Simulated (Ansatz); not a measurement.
# C4H12Ge: ionisation energy by level of theory

Aim: the vertical ionisation energy of C4H12Ge, as cation minus neutral at the neutral's geometry, on several levels, and how well −ε(HOMO) stands in for it.

Method: unrestricted cation, the program's frozen cores in correlated methods; program: Ansatz 0.2.0, Gaussian basis.

Levels to be run: UKS PBE-D4/def2-TZVPP; UKS r2SCAN-D4/def2-TZVPP; UKS PBE0-D4/def2-TZVPP; UKS B3LYP-D4/def2-TZVPP; UKS wB97X-V/def2-TZVPP; UKS wB97M-V/def2-TZVPP; UKS B2PLYP/def2-TZVPP; UHF-CCSD(T)/def2-TZVPP; UHF-MP2/def2-QZVPP; extrapolation to the limit; then −ε(HOMO) from the neutral's earlier runs with LDA (SPW92), PBE-D4, revPBE-D4, BLYP-D4, r2SCAN-D4, B97M-V, PBE0-D4, B3LYP-D4, r2SCANh-D4, r2SCAN0-D4, HSE06-D4, BHLYP-D4, CAM-B3LYP-D4, LC-ωPBE, ωB97X-V, ωB97M-V.

### Step 1. The geometry

An earlier PBE0-D4 in a triple-zeta def2 set relaxation fixed the geometry.

SMILES `[CH3][Ge]([CH3])([CH3])[CH3]`, 17 atoms, charge 0, spin multiplicity 1.

Atoms are counted from 1 here; the program's logs count them from 0.

Bond lengths: C1–Ge2 1.959 Å, C1–H6 1.092 Å, C1–H7 1.092 Å, C1–H8 1.092 Å, Ge2–C3 1.959 Å, Ge2–C4 1.959 Å, Ge2–C5 1.959 Å, C3–H9 1.092 Å, C3–H10 1.092 Å, C3–H11 1.092 Å, C4–H12 1.092 Å, C4–H13 1.092 Å, C4–H14 1.092 Å, C5–H15 1.092 Å, C5–H16 1.092 Å, C5–H17 1.092 Å. Angles: Ge2–C1–H6 110.7°, Ge2–C1–H7 110.7°, Ge2–C1–H8 110.7°, H6–C1–H7 108.3°, H6–C1–H8 108.3°, H7–C1–H8 108.3°, C1–Ge2–C3 109.5°, C1–Ge2–C4 109.5°, C1–Ge2–C5 109.5°, C3–Ge2–C4 109.5°, C3–Ge2–C5 109.5°, C4–Ge2–C5 109.5°, Ge2–C3–H9 110.7°, Ge2–C3–H10 110.7°, Ge2–C3–H11 110.7°, H9–C3–H10 108.3°, H9–C3–H11 108.3°, H10–C3–H11 108.3° and more.

### Step 2. Cation, UKS PBE-D4/def2-TZVPP

Input file in.yaml:

```yaml
crystal:
  periodic: [false, false, false]
  atoms:
    - {symbol: C, position_ang: [-0.368674, 0.718124, -1.782430]}
    - {symbol: Ge, position_ang: [-0.001113, -0.000034, 0.002356]}
    - {symbol: C, position_ang: [1.898794, 0.228999, 0.419736]}
    - {symbol: C, position_ang: [-0.454039, -1.905108, 0.045564]}
    - {symbol: C, position_ang: [-1.080566, 0.957863, 1.326563]}
    - {symbol: H, position_ang: [-0.124740, 1.781440, -1.827636]}
    - {symbol: H, position_ang: [0.225680, 0.198549, -2.536732]}
    - {symbol: H, position_ang: [-1.423847, 0.598236, -2.036256]}
    - {symbol: H, position_ang: [2.125240, -0.164382, 1.412793]}
    - {symbol: H, position_ang: [2.173054, 1.285680, 0.399775]}
    - {symbol: H, position_ang: [2.519357, -0.299168, -0.306990]}
    - {symbol: H, position_ang: [-0.253470, -2.326577, 1.032642]}
    - {symbol: H, position_ang: [0.135400, -2.458069, -0.688589]}
    - {symbol: H, position_ang: [-1.511395, -2.054989, -0.181874]}
    - {symbol: H, position_ang: [-2.144965, 0.842594, 1.112181]}
    - {symbol: H, position_ang: [-0.890216, 0.572658, 2.330341]}
    - {symbol: H, position_ang: [-0.843597, 2.023682, 1.318655]}
basis:
  gaussian: {orbitals: def2-TZVPP}
total_charge: 1
magnetization: {spin_polarized: true, initial_magnetization: 1}
hamiltonian: {xc: pbe, dispersion: d4}
```

Command:

```
> ansatz run in.yaml --threads 2 --pin off --events-out ev --progress --plain --max-ram 32768MiB --backend cuda --devices 0, --max-vram 18GiB
```

After this run come: Cation, UKS r2SCAN-D4/def2-TZVPP; Cation, UKS PBE0-D4/def2-TZVPP; Cation, UKS B3LYP-D4/def2-TZVPP; Cation, UKS wB97X-V/def2-TZVPP; Cation, UKS wB97M-V/def2-TZVPP; Cation, UKS B2PLYP (frozen core)/def2-TZVPP; Cation, UHF-CCSD(T)/def2-TZVPP; Cation, UHF-MP2/def2-QZVPP.

**Question.** What will the summary of the whole plan be? Wanted: ionisation energy, CCSD(T)/CBS; nearest functional by difference; nearest −ε(HOMO); −ε(HOMO) of PBE; T1 of the cation.

**Answer**, as computed:

| quantity | value |
| --- | --- |
| ionisation energy, CCSD(T)/CBS | 10.35 eV |
| nearest functional by difference | ωB97X-V (-0.16 eV) |
| nearest −ε(HOMO) | ωB97M-V (-0.06 eV) |
| −ε(HOMO) of PBE | 6.82 eV |
| T1 of the cation | 0.015 |

**Reading.** Energy differences with functionals land within 0.79 eV of the reference. −ε(HOMO) of PBE misses by 3.5 eV, since self-interaction lifts the level. Among orbital estimates ωB97M-V comes nearest. Hartree-Fock falls 0.99 eV short, as the neutral has more correlation energy than the cation. Correlated methods include outer-core shells of Ge, which these sets cover unevenly. In point group Td the highest level is often degenerate; the cation then breaks the symmetry, and the runs may pick different components. With outer-core shells in play the reference is unsure by up to some tenths of an eV, so close misses can't be ranked.
